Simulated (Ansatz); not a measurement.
HfIn4SiO6:

```
Hf In Si O
1.0
     5.27743    0.00000    0.00000
    -2.63872    4.57039    0.00000
     0.00000    0.00000   10.55905
Hf In Si O
1 4 1 6
Cartesian
  0.0000 0.0000 0.0000
  0.0000 3.0469 3.2148
  0.0000 3.0469 7.3442
  2.6387 1.5234 8.3331
  2.6387 1.5234 2.2260
  0.0000 3.0469 0.0000
  0.6361 1.6984 9.5002
  1.4859 3.1703 1.0589
  0.8498 4.2720 9.5002
  -0.6360 1.6984 1.0589
  -1.4858 3.1703 9.5002
  -0.8498 4.2720 1.0589
```

The cell was built by a generator and needn't be a form met in nature.

| Property | Result |
| --- | --- |
| Program | Ansatz 0.2.0 |
| Task | relaxation of cell and atoms |
| Functional | PBE |
| Dispersion | D4 |
| Potentials or basis | Ansatz PAW |
| Cutoff | 420 eV (not typed: the program's choice for these potentials) |
| k mesh | 4 × 4 × 2 |
| Occupations | fermi-dirac, width 0.05 eV |
| Spin | no spin polarisation |

At the start: volume 21.22 Å³/atom.

Q: How do energy, volume and symmetry change on relaxing?

A: It ends after 9 steps and the volume is 19.79 Å³/atom (-6.8 %); space group P312 (No. 149, to 0.05 Å).

The path:
```tsv
step	energy change (eV)	largest force (eV/Å)	volume (Å³)
1	0.0000	0.0985	254.68
2	-0.0490	0.1024	245.43
3	-0.0729	0.0605	239.73
4	-0.0767	0.0243	238.68
5	-0.0751	0.0170	239.56
6	-0.0755	0.0063	239.44
7	-0.0534	0.0050	239.44
8	-0.0590	0.0060	237.46
9	-0.0553	0.0057	237.46
```

Final structure:
```
CELL_PARAMETERS angstrom
5.22026 0.00000 0.00000
-2.61013 4.52087 0.00000
0.00000 0.00000 10.06161
ATOMIC_POSITIONS crystal
Hf 0.00000 0.00000 0.00000
In 0.33333 0.66667 0.32018
In 0.33333 0.66667 0.67982
In 0.66667 0.33333 0.77805
In 0.66667 0.33333 0.22195
Si 0.33333 0.66667 0.00000
O 0.30973 0.37144 0.89509
O 0.62856 0.69027 0.10491
O 0.62856 0.93829 0.89509
O 0.06171 0.37144 0.10491
O 0.06171 0.69027 0.89509
O 0.30973 0.93829 0.10491
```

Caveat: the plane-wave basis is chosen anew once the cell has moved, so the energies of steps on either side of that aren't comparable; the pressure holds a Pulay correction of +0.3 GPa for the finite cutoff; pairwise dispersion overbinds metals, which lowers pressure and volume.
